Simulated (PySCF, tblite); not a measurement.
# C4H10BNO2: geometry, infrared bands and NMR shifts

Aim: predict the infrared bands and NMR shifts of C4H10BNO2 (`C[C@@H]1O[B@@H-]([NH3+])[C@H]1C=O`).

The runs use tblite 0.8.0 and PySCF 2.14.0, with density-fitted response routines of our own; the level of theory stands in each step. All values are computed, except where a source is named. Atoms are numbered from 0 throughout.

### 1 Starting geometry

18 atoms, charge 0, multiplicity 1; geometry from: force field or distance geometry start.

Bonds of the start (Å): C0–C1 1.52, C1–O2 1.40, O2–B3 1.49, B3–N4 1.52, B3–C5 1.55, C5–C6 1.48, C6–O7 1.25, C5–C1 1.49, C0–H8 1.10, C0–H9 1.12, C0–H10 1.11, C1–H11 1.12, B3–H12 1.18, N4–H13 1.04, N4–H14 1.03, N4–H15 1.04, C5–H16 1.11, C6–H17 1.10.

### 2 Relaxing the molecule with GFN2-xTB

The job: settings as JSON, then the geometry in Å.

```
{"job": {"kind": "relax", "xc": "GFN2-xTB", "basis": "xTB"}, "charge": 0, "multiplicity": 1}
C      2.196500    -0.941700     0.215300
C      0.798900    -0.399100     0.490400
O     -0.132800    -1.380200     0.141500
B     -1.005000    -0.442200    -0.619900
N     -2.229900    -0.120400     0.228000
C      0.218200     0.506800    -0.543700
C      0.029500     1.913700    -0.135300
O      0.355000     2.248800     1.023700
H      2.965700    -0.265500     0.611800
H      2.271700    -1.949200     0.688900
H      2.281900    -1.051200    -0.886100
H      0.694300    -0.030600     1.538600
H     -1.234100    -0.906800    -1.679700
H     -2.838300    -0.965000     0.169900
H     -2.000700     0.027300     1.224300
H     -2.793300     0.657800    -0.166600
H      0.807200     0.449500    -1.486700
H     -0.393700     2.654400    -0.826100
```

Command:

```bash
$ OMP_NUM_THREADS=1 python probes_run.py task.json out
```

One launch serves the whole session: the jobs run in the order shown.

**Question.** This job is followed by: GFN2-xTB harmonic vibrations, gas phase; GIAO PBE0/pcSseg-1 NMR shielding, non-relativistic, gas phase. Predict these results of the whole session: strongest single infrared mode (GFN2-xTB); zero-point energy (GFN2-xTB); ¹³C shifts against TMS (PBE0/pcSseg-1); ¹H shifts against TMS (PBE0/pcSseg-1, means over atoms taken as alike); ¹⁷O shifts against H2O (PBE0/pcSseg-1); ¹¹B shifts against BF3·OEt2 (PBE0/pcSseg-1); ¹⁵N shifts against NH3 (PBE0/pcSseg-1); surface potential, 1st and 99th percentile.

As calculated:

```
                                                              quantity                                   value
                             strongest single infrared mode (GFN2-xTB)                   1640 cm⁻¹, 431 km/mol
                                          zero-point energy (GFN2-xTB)                           91.0 kcal/mol
                                ¹³C shifts against TMS (PBE0/pcSseg-1)             216.3, 77.5, 59.4, 30.1 ppm
¹H shifts against TMS (PBE0/pcSseg-1, means over atoms taken as alike)  9.87, 4.70, 4.49, 3.64, 3.09, 1.34 ppm
                                ¹⁷O shifts against H2O (PBE0/pcSseg-1)                         568.6, 59.3 ppm
                           ¹¹B shifts against BF3·OEt2 (PBE0/pcSseg-1)                                -7.4 ppm
                                ¹⁵N shifts against NH3 (PBE0/pcSseg-1)                                52.4 ppm
                                 surface potential, 1st and 99th percentile                      -1.91 V and 2.30 V
```

Relaxing lowered the energy by 1.192 eV in 95 steps; the close pair that moved most is B3–C5, from 1.550 to 1.698 Å. All 48 modes are real, so the xTB geometry is a minimum. The strongest single mode, at 1640 cm⁻¹, moves mainly C6 and O7. Unscaled tight-binding wavenumbers are off by several per cent, some by more. Its intensities can rank the bands wrongly. The most deshielded carbon is C6 (aldehyde carbonyl carbon), at 216.3 ppm: low-lying n→π* states of the double bond to the heteroatom give a large paramagnetic term (-277 ppm). The most deshielded hydrogen is H17 (hydrogen on an aldehyde carbonyl carbon), at 9.87 ppm: deshielded by the polar, anisotropic C=O bond. At PBE0/pcSseg-1: The largest span, 1107 ppm, is at O7, where the paramagnetic term is -636 ppm. By nearest atom (PBE0/pcSseg-1), the HOMO sits on O2 60 %; H11 10 % and the LUMO on C6 42 %; O7 24 %.
